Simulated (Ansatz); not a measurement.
The same calculation of GaGe3, space group Pm-3m as a Python script and as an input file (the Python package of Ansatz (0.2.0)).

Script `bands.py`:
```python
"""Band structure of GaGe3."""

import ansatz
import numpy as np

vectors = np.array([
    [4.27847, 0.0, 0.0],
    [0.0, 4.27847, 0.0],
    [0.0, 0.0, 4.27847],
])
gage3 = (
    ansatz.Lattice.of(vectors)
    .atom("Ga", [0.0, 0.0, 0.0])
    .atom("Ge", [0.0, 0.5, 0.5])
    .atom("Ge", [0.5, 0.0, 0.5])
    .atom("Ge", [0.5, 0.5, 0.0])
)

# the path, as fractions of this cell reciprocal vectors
path = [
    ("G", (0.0, 0.0, 0.0)),
    ("X", (0.0, 0.5, 0.0)),
    ("M", (0.5, 0.5, 0.0)),
    ("G", (0.0, 0.0, 0.0)),
    ("R", (0.5, 0.5, 0.5)),
    ("X", (0.0, 0.5, 0.0)),
]
calculation = gage3.calculation()
calculation = calculation.functional("pbe")
calculation = calculation.occupations("cold").basis(450)
calculation = calculation.kpoints(6, 6, 6)
calculation = calculation.band_structure([point for _, point in path], intervals=4)
session = calculation.session()
planned = session.plan(threads=1)
out = planned.execute()
rep = out.report

n_atoms = len(rep["lattice"]["sites"])
print("F =", round(rep["free_energy_ev"], 4), "eV for", n_atoms, "atoms")
print("E(sigma -> 0) =", round(rep["energy_sigma0_ev"], 4), "eV, TS =", round(rep["entropy_ts_ev"], 5), "eV")
print("closed by", rep["closed_by"], "after", rep["n_iterations"], "iterations")

bands = out.band_structure()
fermi = bands.fermi_energy_ev
for spin, channel in enumerate(bands.channels):
    print("channel", spin, "- levels within 6 eV of the Fermi level")
    for i, (label, _) in enumerate(path):
        levels = channel.eigenvalues_ev[i * 4] - fermi
        print(f"  {label:3s}", " ".join(f"{e:7.3f}" for e in levels if abs(e) < 6))
```

Output of `python bands.py`:
```text
F = -16666.9118 eV for 4 atoms
E(sigma -> 0) = -16666.9128 eV, TS = -0.00307 eV
closed by deck_thresholds after 7 iterations
channel 0 - levels within 6 eV of the Fermi level
  G    -5.556  -5.556  -3.763  -3.763  -3.763  -3.309   2.615   2.615   2.615   3.549   3.549   3.549
  X    -5.121  -3.321  -1.906  -1.906  -1.302  -1.302  -0.014   0.234   4.396   4.569   4.674
  M    -0.725  -0.163  -0.163   0.060   0.252   0.252   0.683   1.613
  G    -5.556  -5.556  -3.763  -3.763  -3.763  -3.309   2.615   2.615   2.615   3.549   3.549   3.549
  R    -5.352  -5.191  -4.867  -4.867  -4.867
  X    -5.121  -3.321  -1.906  -1.906  -1.302  -1.302  -0.014   0.234   4.396   4.569   4.674
```

`input.yaml`:
```yaml
crystal:
  lattice:
    - [4.27847, 0.0, 0.0]
    - [0.0, 4.27847, 0.0]
    - [0.0, 0.0, 4.27847]
  atoms:
    - { symbol: Ga, position: [0.0, 0.0, 0.0] }
    - { symbol: Ge, position: [0.0, 0.5, 0.5] }
    - { symbol: Ge, position: [0.5, 0.0, 0.5] }
    - { symbol: Ge, position: [0.5, 0.5, 0.0] }
basis:
  ecutwfc: 450.0
kpoints:
  mp_grid: { grid: [6, 6, 6] }
  band_path:
    path:
      - [0.0, 0.0, 0.0]
      - [0.0, 0.5, 0.0]
      - [0.5, 0.5, 0.0]
      - [0.0, 0.0, 0.0]
      - [0.5, 0.5, 0.5]
      - [0.0, 0.5, 0.0]
    npoints: 4
hamiltonian:
  xc: pbe
scf:
  occupations: { method: cold }
```

Launched from the shell:
```console
$ ansatz run input.yaml --threads 1 --pin off --max-ram 3072MiB --backend cpu --events-out ev --progress --plain --runs-dir out
Engine: ansatz 0.2.0, aarch64-unknown-linux-gnu
Pseudopotentials: kind: paw
Pseudopotential: Ga, paw, valence charge 13, recommended cutoff 420 eV (normal), Ga.paw.azcp
Pseudopotential: Ge, paw, valence charge 14, recommended cutoff 420 eV (normal), Ge.paw.azcp
Functional definition: PBE
  parameter kappa = 0.804
  parameter beta = 0.06672455060314922
  exchange = pbe_x(kappa = kappa, mu = beta*pi^2/3)
  correlation = pbe_c(beta = beta)
Crystal: 4 atoms, lattice volume = 78.319 Å³
Basis set: ecut = 450 eV, 1743 PW (Γ)
Bands: 33, of which v1, the nominal top of the filled ones, is band 28 counted from 1 (27 counted from 0)
Symmetry: 48 space group operations
Space group: Pm-3m (ITA 221), of the structure as read, at distance tolerance 4.3e-5 Å
k-points: 20 of 216
Non-local potential: Ga, projectors of the file, l = 0: 2, l = 1: 2, l = 2: 3, l = 3: 1
Non-local potential: Ge, projectors of the file, l = 0: 2, l = 1: 2, l = 2: 3, l = 3: 1
PAW form: soft (Blöchl's): semilocal exchange-correlation on the pseudo side does not see the compensation charge
PAW one-centre angular grid: Ga, 590 points (default); XC on 64 Gauss nodes
PAW one-centre angular grid: Ge, 590 points (default); XC on 64 Gauss nodes
Initial density: superposition of atomic densities (neutral atoms: chi_scale 0, normalization atom), corrected by the library's trained network
Initial wavefunctions: pseudopotential atomic-orbital guess
Functional: x = pbe(κ = 0.804, μ = 0.2195149727645171), c = pbe(β = 0.06672455060314922)
SCF iter   1: F=—  HF=-16666.913186 eV  |F-HF|=—  |Δ(HF+E_count)|=         —  Δρ=9.42e-4  dr2=1.07e-3  ethr=1.77e-3  ⟨swp⟩=6.0  Hψ=2358  notcnv=0
preconditioner: auto → Kerker (q_TF=auto, 2.572 Å⁻¹)  [metal: Δε(μ)=0.074 eV  Ē_g=20.289 eV  σ=0.100 eV  W_gap=0.33  n_scr=26 (ndim 8)  ℏωp=31.1 eV  f_vac=0.000  D(μ)=3.61/eV (n_scr^D=26)]
SCF iter   2: F=—  HF=-16666.911919 eV  |F-HF|=—  |Δ(HF+E_count)|=   1.27e-3  S|Δr|=    0.00e0  Δρ=7.03e-4  dr2=5.22e-4  ethr=1.94e-6  ⟨swp⟩=2.0  Hψ=1290  notcnv=0
SCF iter   3: F=—  HF=-16666.911862 eV  |F-HF|=—  |Δ(HF+E_count)|=   5.79e-5  S|Δr|=    0.00e0  Δρ=3.61e-4  dr2=2.34e-4  ethr=9.49e-7  ⟨swp⟩=2.8  Hψ=1207  notcnv=0
SCF iter   4: F=—  HF=-16666.911808 eV  |F-HF|=—  |Δ(HF+E_count)|=   5.37e-5  S|Δr|=    0.00e0  Δρ=2.00e-4  dr2=1.69e-5  ethr=4.25e-7  ⟨swp⟩=2.0  Hψ=790  notcnv=0
SCF iter   5: F=—  HF=-16666.911804 eV  |F-HF|=—  |Δ(HF+E_count)|=   4.16e-6  S|Δr|=    0.00e0  Δρ=9.38e-5  dr2=3.77e-6  ethr=3.08e-8  ⟨swp⟩=2.0  Hψ=1140  notcnv=0
SCF iter   6: F=—  HF=-16666.911804 eV  |F-HF|=—  |Δ(HF+E_count)|=   8.74e-8  S|Δr|=    0.00e0  Δρ=2.93e-5  dr2=4.13e-7  ethr=6.86e-9  ⟨swp⟩=2.0  Hψ=1194  notcnv=0
SCF iter   7: F=-16666.911803 eV  HF=-16666.911803 eV  |F-HF|=1.18e-7  |Δ(HF+E_count)|=   4.67e-7  S|Δr|=    0.00e0  Δρ=1.08e-5  dr2=6.18e-8  ethr=1.82e-10  ⟨swp⟩=5.4  Hψ=1915  notcnv=0
SCF 1 converged in 7 iterations: F = -16666.911803 eV  dr2 = 6.18e-8
  greatest PAW one-centre occupation: 0.998 electrons in one spin orbital (limit 2), on the Ge atom at site 1 (counted from 0), in its partial waves of l = 2
NSCF: frozen V_eff on 21 k-points
SCF converged after 7 iterations
Stability not checked: this state was not tested for a lower state beside it, because cold or Methfessel-Paxton smearing, or corrected tetrahedra, fill the levels in a way that the test cannot read (fill_not_monotonic; see scf.lower_state_search)
Free energy (F): -16666.911803 eV
Harris-Foulkes:  -16666.911803 eV  (|F-HF|=1.18e-7)
Internal energy: -16666.914877 eV  (E = F + TS)
E sigma→0 (E₀):  -16666.912828 eV
Entropy (-TS):   0.003074 eV (0.769 meV/atom)
Fermi energy:    10.249626 eV
--- Per-component energies (eV) ---
  E_band       = -401.023960
  E_kinetic    = 443.458135
  E_local      = -8282.928153  (includes V_loc(G=0)·N_el)
  E_nonlocal   = 1666.121343
  E_hartree    = 3672.203438
  E_xc         = -295.653619
  E_vxc        = -250.834578  (∫ρ·V_xc dr)
  E_paw        = -8032.483534  (= ΣΔE_a)
  E_vpaw       = -1321.267426  (= ΣTr[D̂ρ^β])
  E_aug_tail   = -0.000141  (compensation charges beyond the density's cutoff)
  E_ewald      = -5837.632347
  E_smearing   = 0.003074  (= −TS)
  E_closure    = -0.000000  (closes the sum)
  Σ components = -16666.911803   (vs F -16666.911803, Δ=0.00e0)
--- Band table (eV; the first three rows and the last of 20) ---
  k-point 0: bands = ["-14.5273", "-14.5273", "-14.5273", "-14.5174", "-14.4832", "-14.4832", "-14.4532", "-14.4532", "-14.4532", "-14.4362", "-14.4362", "-14.4106", "-14.3996", "-14.3996", "-14.3996", "-4.4677", "-4.4677", "-4.4518", "-4.4518", "-4.4518", "-2.2273", "4.6933", "4.6933", "6.4867", "6.4867", "6.4867", "6.9405", "12.8643", "12.8643", "12.8643", "13.7990", "13.7990", "13.7990"]
  k-point 1: bands = ["-14.5261", "-14.5193", "-14.5193", "-14.5123", "-14.4825", "-14.4786", "-14.4543", "-14.4534", "-14.4534", "-14.4405", "-14.4361", "-14.4144", "-14.4081", "-14.4081", "-14.3996", "-4.4668", "-4.4641", "-4.4545", "-4.4545", "-4.4517", "-2.0066", "3.2655", "4.7886", "6.3819", "6.7282", "6.7282", "8.9588", "11.9509", "12.0062", "12.0062", "12.6432", "13.6592", "13.6592"]
  k-point 2: bands = ["-14.5237", "-14.4997", "-14.4977", "-14.4977", "-14.4809", "-14.4672", "-14.4566", "-14.4544", "-14.4544", "-14.4516", "-14.4360", "-14.4304", "-14.4304", "-14.4245", "-14.3996", "-4.4651", "-4.4600", "-4.4600", "-4.4573", "-4.4515", "-1.3524", "1.3972", "5.0043", "6.7038", "7.4372", "7.4372", "10.2494", "10.2494", "10.7317", "11.0536", "11.9481", "14.2400", "14.2400"]
  k-point 19: bands = ["-14.4963", "-14.4963", "-14.4963", "-14.4933", "-14.4913", "-14.4913", "-14.4913", "-14.4440", "-14.4440", "-14.4440", "-14.4428", "-14.4428", "-14.4088", "-14.4088", "-14.4088", "-4.4790", "-4.4790", "-4.4790", "-4.4386", "-4.4386", "2.4935", "2.4935", "2.4935", "4.8979", "5.0585", "5.3827", "5.3827", "5.3827", "16.8675", "16.8675", "16.9331", "16.9331", "16.9331"]
```

Reading the output:
- Total energies depend on the potentials; only differences at equal settings carry meaning. A total without «per atom» is that of the cell as typed.
- Under cold or Methfessel-Paxton smearing the entropy term is a generalised one and can be negative.
- The computed bands are complete only to about 3.4 eV above the Fermi level.
- The mesh is modest for a metal, so energies can be off by several to tens of meV an atom and pressures by half a GPa or more; differences at equal mesh fare better.
- The structure comes from a database of computed cells and needn't be a stable or known phase.
- Gaps and levels are Kohn-Sham values on a finite set of k-points, without spin-orbit coupling.

(Lines on the test bed's own set-up are left out of the output.)
